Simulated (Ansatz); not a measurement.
Runs of Ansatz 0.2.0 on VCrC2. It takes space group R-3m (No. 166, trigonal). The conventional cell has a = 2.921 Å, b = 2.921 Å, c = 14.218 Å, α = 90.00°, β = 90.00°, γ = 120.00°. Around Cr (site symmetry -3m) lie 6 C at 2.05 Å. V (site symmetry -3m) is surrounded by 6 C at 2.07 Å. C (site symmetry 3m) has 3 Cr at 2.05 Å and 3 V at 2.07 Å as nearest neighbours. The cell comes from a database or a generator and needn't be the stable form of this composition.

```csv
task,level,cutoff (eV),points for each segment of the path,gap on the mesh (eV),pressure (GPa),moment (μB),V0 of scaled cells (Å³/atom),B0 (GPa),largest force (eV/Å)
band structure,PBE,420,14,none,0.4,1.09,-,-,(c)
equation of state,PBE,420,-,-,-,-,8.74,249,-
equation of state,r2SCAN,500,-,-,-,-,(b),(a),-
band structure,r2SCAN,500,14,none,4.3,1.67,-,-,0.34
```

Alike in all rows: potentials or basis Ansatz PAW; spin collinear, ferromagnetic start; cell as given; k mesh 11 × 11 × 11; smearing fermi-dirac 0.05 eV.

Fill in the values left out.

(a) 287; (b) 8.89; (c) 0.02.

Caveats: the cell was scaled at fixed shape and fractional positions, which overstates the stiffness of a crystal with free parameters, most of all of layers and chains (some runs); the magnetic or orbital state may not be the lowest (some runs); the fit is doubtful: noisy points or a state that changes with volume (some runs); the PAW data sets were made with another functional, which shifts forces and pressure a little (some runs); the PAW data sets come from PBE, with cores solved anew for the run's functional, which leaves a small shift of forces and pressure (some runs); the starting moments weren't kept (some runs).

A gap of «none» marks a metal or a gap under the smearing width.
